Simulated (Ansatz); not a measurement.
The system is TcSe2.

```
Tc Se
1.0
     1.92842    1.11337    5.83034
    -1.92842    1.11337    5.83034
     0.00000   -2.22675    5.83034
Tc Se
1 2
Direct
  0.00000 0.00000 0.00000
  0.25200 0.25200 0.25200
  0.74800 0.74800 0.74800
```

The cell was built by a generator and needn't be a form met in nature.

Program: Ansatz 0.2.0. Alike in all runs: task single point; potentials or basis Ansatz PAW earlier set; cell as given; k mesh 6 × 6 × 6; cutoff (eV) 500; smearing gaussian 0.05 eV.

Order these runs on this cell by their pressure, lowest first.
A. level r2SCAN+U; spin collinear, program default start; U Tc d U = 7 eV
B. level PBEsol+U; spin collinear, ferromagnetic start; U Tc d U = 5 eV
C. level PBEsol+U; spin collinear, ferromagnetic start; U Tc d U = 3 eV

C (-5.6 GPa), B (-3.3 GPa), A (3.0 GPa).

Caveats: the magnetic or orbital state may not be the lowest; the PAW data sets come from PBE, with cores solved anew for the run's functional, which leaves a small shift of forces and pressure.

Not every run made on this cell is shown here.
